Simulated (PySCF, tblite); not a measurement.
# C₅H₁₃FSi₃: geometry, infrared bands and NMR shifts

What infrared bands and NMR shifts should C₅H₁₃FSi₃ (`CC#C[Si@@H]([SiH3])[SiH2][C@@H](C)F`) show?

Computed with tblite 0.8.0 and PySCF 2.14.0, with density-fitted response routines of our own, on a single molecule in the gas phase. Atoms are numbered from 0 throughout.

## Step 1: Starting geometry

22 atoms, charge 0, multiplicity 1; geometry from: force field or distance geometry start.

Bonds of the start (Å): C0–C1 1.48, C1–C2 1.21, C2–Si3 1.82, Si3–Si4 2.24, Si3–Si5 2.21, Si5–C6 1.87, C6–C7 1.53, C6–F8 1.39, C0–H9 1.14, C0–H10 1.09, C0–H11 1.11, Si3–H12 1.47, Si4–H13 1.49, Si4–H14 1.47, Si4–H15 1.45, Si5–H16 1.47, Si5–H17 1.47, C6–H18 1.10, C7–H19 1.12, C7–H20 1.08, C7–H21 1.11.

## Step 2: Optimising the geometry with GFN2-xTB

The job: settings as JSON, then the geometry in Å.

```
{"job": {"kind": "relax", "xc": "GFN2-xTB", "basis": "xTB"}, "charge": 0, "multiplicity": 1}
C     -3.649200    -1.664100     0.852700
C     -2.652400    -0.806200     0.169000
C     -1.813200    -0.118200    -0.370500
Si    -0.607700     0.959700    -1.214400
Si    -0.401100     2.850800    -0.033000
Si     1.276900    -0.191700    -1.367000
C      2.394200     0.003600     0.121100
C      2.742000    -1.351400     0.731200
F      3.617000     0.519700    -0.307300
H     -4.665300    -1.525300     0.363000
H     -3.410700    -2.724700     0.758900
H     -3.814200    -1.312100     1.895400
H     -1.060000     1.302000    -2.573800
H     -1.723700     3.528000    -0.081200
H     -0.184000     2.547600     1.386900
H      0.562100     3.778700    -0.591100
H      0.989300    -1.628600    -1.490000
H      2.006800     0.184600    -2.590200
H      1.977000     0.688000     0.875000
H      2.433300    -1.318400     1.806200
H      3.798700    -1.572500     0.673000
H      2.174000    -2.130000     0.183800
```

Command:

```console
> OMP_NUM_THREADS=1 python probes_run.py task.json out
```

This one command runs all jobs of the session in turn.

**Question.** This job is followed by: GFN2-xTB harmonic vibrations, gas phase; GIAO PBE0/pcSseg-1 NMR shielding, non-relativistic, gas phase. Predict these results of the whole session: strongest single infrared mode (GFN2-xTB); zero-point energy (GFN2-xTB); ¹³C shifts against TMS (PBE0/pcSseg-1); ¹H shifts against TMS (PBE0/pcSseg-1, means over atoms taken as alike); ²⁹Si shifts against TMS (PBE0/pcSseg-1); ¹⁹F shifts against CFCl3 (PBE0/pcSseg-1).

As calculated:

```
                                                              quantity                                         value
                             strongest single infrared mode (GFN2-xTB)                          781 cm⁻¹, 580 km/mol
                                          zero-point energy (GFN2-xTB)                                 95.1 kcal/mol
                                ¹³C shifts against TMS (PBE0/pcSseg-1)              117.0, 88.1, 78.7, 23.8, 6.5 ppm
¹H shifts against TMS (PBE0/pcSseg-1, means over atoms taken as alike)  5.18, 4.48, 4.00, 3.80, 3.58, 2.09, 1.67 ppm
                               ²⁹Si shifts against TMS (PBE0/pcSseg-1)                     -57.2, -107.7, -110.7 ppm
                              ¹⁹F shifts against CFCl3 (PBE0/pcSseg-1)                                    -236.4 ppm
```

In words: The optimisation took 239 steps and gained 0.739 eV; among the close pairs (by a distance rule), Si3–Si5 changed most, from 2.214 to 2.323 Å. The lowest mode is slightly imaginary (14i cm⁻¹), a soft motion within the noise of the Hessian, so the minimum is not strictly shown. The strongest single mode, at 781 cm⁻¹, is carried by H14, H15, H13. Unscaled tight-binding wavenumbers are off by several per cent, some by more. Its intensities can rank the bands wrongly. H18 (hydrogen on an sp3 CH bonded to F and Si) lies farthest downfield among hydrogen, at 5.18 ppm; its carbon carries F, an electronegative neighbour. At PBE0/pcSseg-1: The largest span, 287 ppm, is at C1, where the paramagnetic term is -206 ppm.
